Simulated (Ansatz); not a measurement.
Born–Oppenheimer molecular dynamics of a periodic cell of 12 atoms, MoS2 (start crystal MoS2, start structure R-3m, volume 1 times the crystal's). It goes on from the last frame of an earlier run, with new velocities.

Theory: Ansatz 0.2.0, DFT LDA, scalar-relativistic, plane waves, PAW. Settings: PAW set soft_1, cutoff 420 eV, k mesh 3x3x3, fermi-dirac smearing 0.36 eV, no spin polarisation.

| Item | Value |
| --- | --- |
| ensemble | NVT, Langevin thermostat |
| time step | 1.5 fs |
| steps asked | 309 |
| set temperature | 3360 K |
| friction | 0.02 /fs |
| temperature schedule | 232 steps to 300 K, then 77 steps to 300 K |
| seed | 985666 |

Frames 15 fs apart, positions in Å.

Velocities at 90 fs (Å/ps):

```
Mo 1.88 -4.07 -4.79
S 9.16 -9.90 13.95
S 0.89 -10.37 -11.87
Mo 0.10 -1.42 -2.01
S -3.06 1.27 2.85
S 12.42 6.51 16.36
Mo 0.18 -2.29 -9.26
S -12.28 8.14 -9.78
S -4.87 4.33 -5.68
Mo -1.06 2.59 -5.85
S -21.27 4.85 -2.23
S 5.78 -4.71 -13.82
```

```xyz
12
Lattice="-3.1710 -1.8308 6.1150 3.1710 -1.8308 6.1150 0.0000 3.6616 6.1150" Properties=species:S:1:pos:R:3 time_fs=90 energy_less_start_eV=-5.739 T=2966
Mo -0.108 -0.176 -0.208
S 0.391 -0.496 13.827
S 0.142 -0.327 4.437
Mo 0.124 -2.363 6.186
S 0.388 1.210 8.167
S 0.405 -1.909 10.785
Mo -0.979 0.256 6.448
S 1.623 -1.706 7.901
S -1.568 0.724 10.989
Mo 1.770 0.547 6.213
S -1.309 -1.611 7.942
S 1.787 0.523 10.689
12
Lattice="-3.1710 -1.8308 6.1150 3.1710 -1.8308 6.1150 0.0000 3.6616 6.1150" Properties=species:S:1:pos:R:3 time_fs=105 energy_less_start_eV=-5.122 T=2066
Mo -0.080 -0.181 -0.238
S 0.448 -0.697 14.037
S 0.223 -0.378 4.392
Mo 0.104 -2.392 6.158
S 0.355 1.321 8.027
S 0.545 -1.817 10.922
Mo -0.999 0.186 6.385
S 1.469 -1.594 7.772
S -1.612 0.737 10.893
Mo 1.713 0.525 6.100
S -1.540 -1.568 7.908
S 1.756 0.417 10.493
12
Lattice="-3.1710 -1.8308 6.1150 3.1710 -1.8308 6.1150 0.0000 3.6616 6.1150" Properties=species:S:1:pos:R:3 time_fs=120 energy_less_start_eV=-5.046 T=2442
Mo -0.090 -0.171 -0.202
S 0.441 -0.947 14.094
S 0.297 -0.378 4.519
Mo 0.114 -2.440 6.127
S 0.393 1.412 7.830
S 0.479 -1.806 10.835
Mo -0.976 0.126 6.397
S 1.391 -1.467 7.725
S -1.573 0.590 10.738
Mo 1.679 0.443 5.970
S -1.762 -1.533 7.800
S 1.657 0.289 10.485
12
Lattice="-3.1710 -1.8308 6.1150 3.1710 -1.8308 6.1150 0.0000 3.6616 6.1150" Properties=species:S:1:pos:R:3 time_fs=135 energy_less_start_eV=-4.761 T=2340
Mo -0.112 -0.156 -0.078
S 0.428 -1.174 13.933
S 0.279 -0.532 4.591
Mo 0.172 -2.478 6.090
S 0.357 1.522 7.630
S 0.302 -1.922 10.715
Mo -1.003 0.132 6.414
S 1.377 -1.279 7.714
S -1.507 0.437 10.710
Mo 1.645 0.380 5.913
S -1.866 -1.504 7.730
S 1.668 0.166 10.589
12
Lattice="-3.1710 -1.8308 6.1150 3.1710 -1.8308 6.1150 0.0000 3.6616 6.1150" Properties=species:S:1:pos:R:3 time_fs=150 energy_less_start_eV=-4.818 T=2489
Mo -0.155 -0.141 0.038
S 0.405 -1.143 13.789
S 0.163 -0.804 4.542
Mo 0.260 -2.481 6.087
S 0.187 1.641 7.481
S 0.220 -2.132 10.564
Mo -1.039 0.118 6.445
S 1.384 -1.123 7.643
S -1.582 0.418 10.786
Mo 1.649 0.382 5.919
S -1.934 -1.406 7.804
S 1.684 0.155 10.697
12
Lattice="-3.1710 -1.8308 6.1150 3.1710 -1.8308 6.1150 0.0000 3.6616 6.1150" Properties=species:S:1:pos:R:3 time_fs=165 energy_less_start_eV=-4.851 T=1435
Mo -0.212 -0.115 0.059
S 0.328 -0.936 13.768
S 0.072 -0.979 4.414
Mo 0.341 -2.518 6.086
S 0.022 1.634 7.428
S 0.165 -2.359 10.481
Mo -1.026 0.052 6.466
S 1.385 -1.130 7.647
S -1.676 0.518 10.796
Mo 1.679 0.432 5.944
S -1.945 -1.411 7.997
S 1.682 0.207 10.855
12
Lattice="-3.1710 -1.8308 6.1150 3.1710 -1.8308 6.1150 0.0000 3.6616 6.1150" Properties=species:S:1:pos:R:3 time_fs=180 energy_less_start_eV=-5.148 T=1883
Mo -0.278 -0.130 0.058
S 0.193 -0.754 13.712
S 0.050 -0.997 4.319
Mo 0.343 -2.504 6.030
S 0.080 1.653 7.627
S 0.065 -2.442 10.513
Mo -1.010 -0.038 6.467
S 1.413 -1.264 7.740
S -1.580 0.571 10.751
Mo 1.717 0.436 5.954
S -1.924 -1.369 8.189
S 1.866 0.219 10.893
12
Lattice="-3.1710 -1.8308 6.1150 3.1710 -1.8308 6.1150 0.0000 3.6616 6.1150" Properties=species:S:1:pos:R:3 time_fs=195 energy_less_start_eV=-4.372 T=1151
Mo -0.277 -0.126 0.056
S 0.118 -0.643 13.665
S -0.014 -0.918 4.332
Mo 0.272 -2.536 6.008
S 0.162 1.640 7.808
S -0.119 -2.379 10.630
Mo -1.039 -0.095 6.472
S 1.522 -1.333 7.811
S -1.469 0.556 10.720
Mo 1.720 0.386 5.974
S -1.904 -1.272 8.295
S 2.041 0.209 11.000
12
Lattice="-3.1710 -1.8308 6.1150 3.1710 -1.8308 6.1150 0.0000 3.6616 6.1150" Properties=species:S:1:pos:R:3 time_fs=210 energy_less_start_eV=-5.350 T=1561
Mo -0.179 -0.099 0.079
S 0.172 -0.577 13.690
S -0.122 -0.841 4.420
Mo 0.192 -2.519 5.988
S 0.194 1.550 7.859
S -0.151 -2.310 10.602
Mo -1.091 -0.053 6.447
S 1.572 -1.324 7.755
S -1.413 0.457 10.715
Mo 1.650 0.323 6.039
S -1.893 -1.176 8.185
S 1.962 0.085 11.069
12
Lattice="-3.1710 -1.8308 6.1150 3.1710 -1.8308 6.1150 0.0000 3.6616 6.1150" Properties=species:S:1:pos:R:3 time_fs=225 energy_less_start_eV=-5.840 T=1902
Mo -0.034 -0.129 0.094
S 0.278 -0.605 13.657
S -0.182 -0.744 4.565
Mo 0.163 -2.488 5.981
S 0.218 1.373 7.832
S -0.122 -2.401 10.636
Mo -1.178 0.047 6.379
S 1.565 -1.326 7.699
S -1.406 0.309 10.688
Mo 1.583 0.258 6.099
S -1.910 -1.155 8.013
S 1.869 0.004 11.017
12
Lattice="-3.1710 -1.8308 6.1150 3.1710 -1.8308 6.1150 0.0000 3.6616 6.1150" Properties=species:S:1:pos:R:3 time_fs=240 energy_less_start_eV=-5.957 T=1897
Mo 0.148 -0.201 0.101
S 0.169 -0.596 13.643
S -0.036 -0.569 4.627
Mo 0.168 -2.479 5.999
S 0.220 1.232 7.786
S 0.008 -2.541 10.613
Mo -1.264 0.204 6.334
S 1.496 -1.313 7.677
S -1.498 0.174 10.645
Mo 1.517 0.207 6.162
S -1.950 -1.216 7.967
S 1.859 0.019 10.967
12
Lattice="-3.1710 -1.8308 6.1150 3.1710 -1.8308 6.1150 0.0000 3.6616 6.1150" Properties=species:S:1:pos:R:3 time_fs=255 energy_less_start_eV=-7.008 T=1973
Mo 0.261 -0.367 0.101
S 0.042 -0.503 13.699
S 0.048 -0.480 4.527
Mo 0.167 -2.454 5.941
S 0.190 1.229 7.826
S 0.179 -2.484 10.568
Mo -1.353 0.322 6.341
S 1.492 -1.444 7.716
S -1.537 0.147 10.635
Mo 1.475 0.178 6.144
S -1.943 -1.267 7.992
S 1.758 0.203 10.868
```

Of the whole run (464 fs, mean temperature of the second half 997 K): The schedule's set-point averaged 556 K over the second half and the system 997 K, so it lags behind the ramp. A run of 0.46 ps of so small a system gives no equilibrium averages. Limits of this set-up: coarse k mesh, PAW files made for another functional.

Run time: 42 min on 2 threads of Arm Neoverse V1, with other jobs on the host, peak memory 0.71 GiB.
